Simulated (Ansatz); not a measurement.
# C2H3NSe: the cost of one run

Computed with Ansatz 0.2.0, driven from Python. Level of theory: CAM-B3LYP/def2-SVP.

### 1 The system

Bond lengths: Se1–C2 1.873 Å, C2–N3 1.382 Å, C2–C4 1.416 Å, N3–C4 1.417 Å, Se1–H5 1.574 Å, C4–H6 1.126 Å, C4–H7 1.069 Å. Angles: Se1–C2–N3 149.4°, Se1–C2–C4 149.6°, N3–C2–C4 60.9°, C2–Se1–H5 90.9°, C2–N3–C4 60.8°, C2–C4–N3 58.4°, C2–C4–H6 109.3°, C2–C4–H7 114.5°, N3–C4–H6 109.2°, N3–C4–H7 114.3°, H6–C4–H7 129.5°.

The script holds or builds the structure itself.

### 2 The script

opt_c2h3nse.py

```python
'''Minimum-energy structure of C2H3NSe.'''

import itertools

import ansatz as az
from ase.data import atomic_numbers, covalent_radii
import numpy as np
import pandas as pd

SETTINGS = {
    'basis_set': 'def2-SVP',
    'xc': 'cam_b3lyp',
}

GEOMETRY = '''
Se   -1.28930   -0.19670   -1.68500
C    -0.19440   -0.36220   -0.17490
N     0.10450   -1.00080    1.01370
C     0.97210    0.01290    0.53540
H    -2.18920    0.86340   -0.94860
H     0.77390    0.96600    1.10040
H     1.88390   -0.35070    0.11320
'''


def main() -> None:
    system = az.Crystal.molecule()
    for line in GEOMETRY.strip().splitlines():
        symbol, *xyz = line.split()
        system = system.atom(symbol, [float(v) for v in xyz])

    base = system.calculation().basis(gaussian=SETTINGS['basis_set']).functional(SETTINGS['xc'])
    symbols = [site.symbol for site in system.cartesian_sites]
    start = np.array([site.position_ang for site in system.cartesian_sites], dtype=float)
    def progress(event):
        if event['event'] == 'relax_step':
            row = event['data']
            print(f'step {row["step"]:3d}  E = {row["lagrangian_ev"]:.6f} eV  largest force component {row["allowed_force_max_ev_ang"]:.4f} eV/A')


    report = base.relax(force_tolerance=0.005, max_steps=100).session().plan().execute(on_event=progress).report
    end = np.array(report['positions_ang'])

    print(f'E = {report["free_energy_ev"]:.6f} eV = {report["free_energy_ev"] / 27.211386246:.7f} Ha')
    print('converged:', report['converged'], ' doubts:', report['published_state_doubts'] or 'none')

    # pairs closer than 1.2 times the sum of covalent radii, before or after
    radius = [covalent_radii[atomic_numbers[s]] for s in symbols]
    span = lambda where, i, j: np.linalg.norm(where[i] - where[j])
    bonded = [(i, j) for i, j in itertools.combinations(range(len(symbols)), 2) if min(span(start, i, j), span(end, i, j)) < 1.2 * (radius[i] + radius[j])]
    print('pair        before    after (A)')
    for i, j in bonded:
        print(f'{symbols[i]}{i}-{symbols[j]}{j}'.ljust(10), f'{span(start, i, j):8.4f} {span(end, i, j):8.4f}')

    charges = report['charge_distribution']
    table = pd.DataFrame({'atom': symbols, 'mulliken': charges['mulliken_charges_e'], 'lowdin': charges['lowdin_charges_e']})
    print(table.round(3).to_string())
    print('dipole (e A):', np.round(charges['dipole_moment_e_ang'], 4) + 0.0)
    with open('c2h3nse_opt.xyz', 'w') as handle:
        handle.write(f'{len(symbols)}\nrelaxed C2H3NSe\n')
        handle.writelines(f'{s:2s} {x:11.6f} {y:11.6f} {z:11.6f}\n' for s, (x, y, z) in zip(symbols, end))


if __name__ == '__main__':
    main()
```

### 3 The calls as engine input

The package turns the script's settings into the engine's input:

```yaml
crystal:
  periodic: [false, false, false]
  atoms:
    - { symbol: Se, position_ang: [-1.2893, -0.1967, -1.685] }
    - { symbol: C, position_ang: [-0.1944, -0.3622, -0.1749] }
    - { symbol: "N", position_ang: [0.1045, -1.0008, 1.0137] }
    - { symbol: C, position_ang: [0.9721, 0.0129, 0.5354] }
    - { symbol: H, position_ang: [-2.1892, 0.8634, -0.9486] }
    - { symbol: H, position_ang: [0.7739, 0.966, 1.1004] }
    - { symbol: H, position_ang: [1.8839, -0.3507, 0.1132] }
basis:
  gaussian:
    orbitals: def2-SVP
hamiltonian:
  xc: cam_b3lyp
relax:
  f_tol: 0.005
  max_steps: 100
```

### 4 Launch

Command:

```
$ python opt_c2h3nse.py
```

Q: Estimate wall time and peak memory on 1 thread of Arm Neoverse V1, shared host.

About 68 s, with a peak of 0.31 GiB.
